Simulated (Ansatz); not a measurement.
# CH4Cl2OSi: the cost of one run

Computed with Ansatz 0.2.0. Level: RKS r2SCAN-D4/def2-SVP.

### 1 The starting structure

9 atoms, charge 0, spin multiplicity 1.

Atoms are counted from 1 here; the program's logs count them from 0.

Bond lengths: O1–C2 1.376 Å, O1–H6 0.983 Å, C2–Cl3 1.870 Å, C2–Si4 1.919 Å, C2–H7 1.109 Å, Si4–Cl5 2.094 Å, Si4–H8 1.502 Å, Si4–H9 1.495 Å. Angles: C2–O1–H6 107.5°, O1–C2–Cl3 112.9°, O1–C2–Si4 112.9°, O1–C2–H7 108.1°, Cl3–C2–Si4 105.3°, Cl3–C2–H7 104.0°, Si4–C2–H7 113.3°, C2–Si4–Cl5 102.5°, C2–Si4–H8 110.5°, C2–Si4–H9 114.1°, Cl5–Si4–H8 107.5°, Cl5–Si4–H9 110.3°, H8–Si4–H9 111.4°.

As a file:

```
atom    x (Å)    y (Å)    z (Å)
  O1  -1.6475  -0.0963  -0.5448
  C2  -0.6268  -0.6330   0.2055
 Cl3  -0.8631  -0.3782   2.0434
 Si4   1.0824   0.1400  -0.1986
 Cl5   0.6328   2.1800  -0.3434
  H6  -1.5190   0.8785  -0.5644
  H7  -0.6502  -1.7347   0.0819
  H8   1.5588  -0.3137  -1.5491
  H9   2.1210  -0.0890   0.8522
```

This geometry comes from a loose relaxation at PBE in a small basis, which is not shown.

### 3 Setting up the map

First coordinate, dihedral O1–C2–Si4–Cl5: 9 values from −180 to 140 °, periodic. Second coordinate, dihedral H6–O1–C2–Si4: 9 values from −180 to 140 °, periodic.

Nothing else is relaxed (all other coordinates rigid). Energies count from the relaxed molecule at the same level. Points are written as (first, second).

(The set-up runs are not shown.)

### 4 The run at (60°, −60°)

input.yaml

```yaml
crystal:
  periodic: [false, false, false]
  atoms:
    - { symbol: O, position_ang: [-1.633914, -0.122393, -0.559469] }
    - { symbol: C, position_ang: [-0.612279, -0.62696, 0.203619] }
    - { symbol: Cl, position_ang: [-0.66843, -0.004148, 1.96084] }
    - { symbol: Si, position_ang: [1.118102, -0.167575, -0.455156] }
    - { symbol: Cl, position_ang: [1.110142, 1.911711, -0.403494] }
    - { symbol: H, position_ang: [-1.556892, 0.847912, -0.56492] }
    - { symbol: H, position_ang: [-0.769485, -1.712336, 0.300916] }
    - { symbol: H, position_ang: [1.251833, -0.584131, -1.878888] }
    - { symbol: H, position_ang: [2.222443, -0.70182, 0.377441] }
basis:
  gaussian: { orbitals: def2-SVP }
hamiltonian:
  xc: r2scan
  dispersion: d4
output:
  forces: true
```

Command:

```bash
$ ansatz run input.yaml --threads 1 --pin off --max-ram 2560MiB --backend cpu --events-out ev --progress --plain --runs-dir out
```

**Question.** How long does this run take on 1 thread of Arm Neoverse V1, shared host, and how much memory does it need?

About 8.7 s, with a peak of 0.15 GiB.
